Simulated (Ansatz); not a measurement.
Run this with Ansatz 0.2.0 through its Python package and show what comes out.

Script `pdos.py`:
```python
"""Which atoms and shells make the states of K2YCuBr6."""

import warnings

import ansatz as az
import numpy as np

FILLING = "fixed"
N_EMPTY = 26

warnings.simplefilter("ignore", az.DeckWarning)

lattice = az.Lattice.of(
    [0.0, 5.468896, 5.468896],
    [5.468896, 0.0, 5.468896],
    [5.468896, 5.468896, 0.0],
)
sites = [
    ("K", [0.75, 0.75, 0.75]),
    ("K", [0.25, 0.25, 0.25]),
    ("Y", [0.0, 0.0, 0.0]),
    ("Cu", [0.5, 0.5, 0.5]),
    ("Br", [0.744784, 0.744784, 0.255216]),
    ("Br", [0.744784, 0.255216, 0.255216]),
    ("Br", [0.255216, 0.255216, 0.744784]),
    ("Br", [0.744784, 0.255216, 0.744784]),
    ("Br", [0.255216, 0.744784, 0.255216]),
    ("Br", [0.255216, 0.744784, 0.744784]),
]
system = az.Crystal(lattice=lattice)
for symbol, position in sites:
    system = system.atom(symbol, position)

job = (
    system.calculation()
    .occupations(FILLING)  # no smearing
    .kpoints(4, center="gamma")
    .functional(az.Functional.PBESOL)
    .scf(extra_bands=N_EMPTY)
    .density_of_states(projected=True, energy_step=0.05)  # states per eV and cell
)
done = job.run(threads=1)
data = done.report

dos = done.density_of_states()
energy = np.asarray(dos.energies_ev) - dos.fermi_ev
curves = {}
for site in done.projected_density_of_states().sites:
    for shell in site.shells:
        weight = sum(np.sum(curve.g_bin_mean_per_ev, axis=0) for curve in shell.curves)
        name = f"{site.species} {shell.label}"
        curves[name] = curves.get(name, 0) + weight

step = energy[1] - energy[0]
windows = [(-8, -4), (-4, 0), (0, 6)]
print("states by shell in windows of E - E_F (eV):", windows)
for name, g in curves.items():
    print(f"{name:8s}", " ".join(f"{step * g[(energy >= a) & (energy < b)].sum():8.3f}" for a, b in windows))
filled = (energy < 0) & (energy > -8)
for name, g in curves.items():
    if g[filled].sum() * step > 0.5:
        print(f"centre of {name}: {np.average(energy[filled], weights=g[filled]):.2f} eV")
```

```console
$ python pdos.py
states by shell in windows of E - E_F (eV): [(-8, -4), (-4, 0), (0, 6)]
K 3S        0.000    0.002    0.002
K 4S        0.024    0.295    2.947
K 3P        0.001    0.020    0.006
Y 4S        0.010    0.002    0.005
Y 5S        0.195    0.064    0.756
Y 4P        0.010    0.057    0.004
Y 4D        0.117    1.438    7.282
Cu 3S       0.001    0.000    0.001
Cu 4S       0.372    0.022    1.055
Cu 3P       0.001    0.002    0.000
Cu 3D       0.047    9.832    0.053
Br 4S       0.048    0.189    0.677
Br 4P       3.121   29.844    2.043
centre of Y 4D: -3.07 eV
centre of Cu 3D: -0.80 eV
centre of Br 4P: -2.84 eV
```

No spin polarisation was allowed. Semilocal gaps usually lie well under measured ones. Under fixed occupations the level called the Fermi level is the highest filled one on the SCF mesh; off the mesh a filled band can lie a little above it. The empty d shell of the heavier alkali and alkaline-earth atoms, which makes much of a conduction band, may have no channel. The crystal has a gap of about 2.02 eV on the mesh; bins of finite width blur the band edges. Without a Hubbard U or exact exchange, semilocal functionals often make such 3d compounds metallic or too weakly gapped. The structure comes from a database of computed cells and needn't be a stable or known phase. Curves are summed over the cell's atoms. Only shells that the potentials hold have channels, so projections don't add up to the total, least of all where a shell is missing (p of most metals); heights and places of peaks move with the mesh. The computed bands are complete only to about 7.5 eV above the Fermi level; beyond that the density of states is undercounted. A band centre counts only the states inside the window taken. The whole script took 14 s on 1 thread of Arm Neoverse V1, on a shared host, peak memory 0.65 GiB.
